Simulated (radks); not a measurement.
**Ti in [Ne] 3s2 3p4 3d4 4s2: an all-electron calculation**

One table from this session's results is given with a row withheld; the runs are named, their logs left out.

Method: Dirac Kohn-Sham, PBE, spin-unpolarised, spherical densities, finite nucleus; open shells are shared between the two j in proportion to 2j + 1. Code: radks (a radial shooting solver on a logarithmic mesh, Libxc functionals) version 1.

## What is computed

| Item | Value |
| --- | --- |
| element | titanium (Z = 22) |
| charge | 0 |
| electrons | 22 |
| configuration | [Ne] 3s2 3p4 3d4 4s2 |
| nuclear rms radius | 3.5921 fm |

Outer shells as boxes (Hund's rule):

Ti
```
[Ne] core
3s [↑↓]
3p [↑↓][↑ ][↑ ]
3d [↑ ][↑ ][↑ ][↑ ][  ]
4s [↑↓]
```

The first run:

Settings of this run:

```text
Z 22
configuration [Ne] 3s2 3p4 3d4 4s2
relativity Dirac
functional pbe,pbe
spin unpolarised
j_filling average
nucleus finite rms 3.5921 fm
c 137.035999084
```

Run with:

```console
$ python run_ks.py task.json out
```

All runs below come from this command, one after another.

One table of the session follows, with a row left open; its other results are not shown here.

It belongs to the step «Shells». Radial moments (bohr):

| level | <r> | outermost maximum (interpolated) | 90 % within | nodes |
| --- | --- | --- | --- | --- |
| 1s1/2 | 0.06958 | 0.0455 | 0.124 | 0 |
| 2s1/2 | 0.3243 | 0.269 | 0.504 | 1 |
| 2p1/2 | 0.2875 | 0.218 | 0.473 | 0 |
| 2p3/2 | 0.2901 | 0.220 | 0.477 | 0 |
| 3s1/2 | 0.9988 | 0.866 | 1.49 | 2 |
| 3p1/2 | 1.066 | 0.891 | 1.64 | 1 |
| 3p3/2 | 1.074 | 0.897 | 1.65 | 1 |
| 3d3/2 | 1.463 | 0.949 | 2.55 | 0 |
| 3d5/2 | 1.467 | 0.951 | 2.56 | 0 |
| 4s1/2 | ? | ? | ? | ? |

**Question.** Estimate the row for 4s1/2.

As computed: <r>: 3.408; outermost maximum (interpolated): 2.82; 90 % within: 5.15; nodes: 3. In the column «<r>» it is the highest.
